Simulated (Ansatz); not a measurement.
The system is RhN.

```
CELL_PARAMETERS angstrom
2.96283 0.00000 0.00000
-1.48141 2.56588 0.00000
0.00000 0.00000 2.89157
ATOMIC_POSITIONS crystal
Rh 0.00000 0.00000 0.00000
N 0.66667 0.33333 0.50000
```

The cell comes from a database or a generator and needn't be the stable form of this composition.

Base run:

- Program: Ansatz 0.2.0
- Functional: PBE
- Potentials or basis: all-electron LAPW, scalar-relativistic
- Cutoff: 322 eV (chosen from the basis error)
- Basis error allowed: 0.001 eV/atom
- k mesh: 7 × 7 × 7
- Occupations: gaussian, width 0.05 eV
- Spin: collinear spin, random start
- Starting moments: [0.39, 0.0] μB
- Hubbard terms: Rh d U = 7 eV

Its results: band gap on the k mesh none (metal or under the smearing width); pressure 10.1 GPa; net moment -0.37 μB per cell.

The run is repeated on the same cell with these changes: hubbard terms from Rh d U = 7 eV to Rh d U = 2 eV; moments at the start from [0.39, 0.0] to [0.14, 0.0]. What comes out?

Band gap on the k mesh none (metal or under the smearing width); pressure -11.3 GPa; net moment 0.00 μB per cell.

Caveats: the k mesh is thin for a metal, which can move the energy by tens of meV per atom; U is the effective U less J, on atomic orbitals that reach past the spheres; the starting moments weren't kept (some runs).
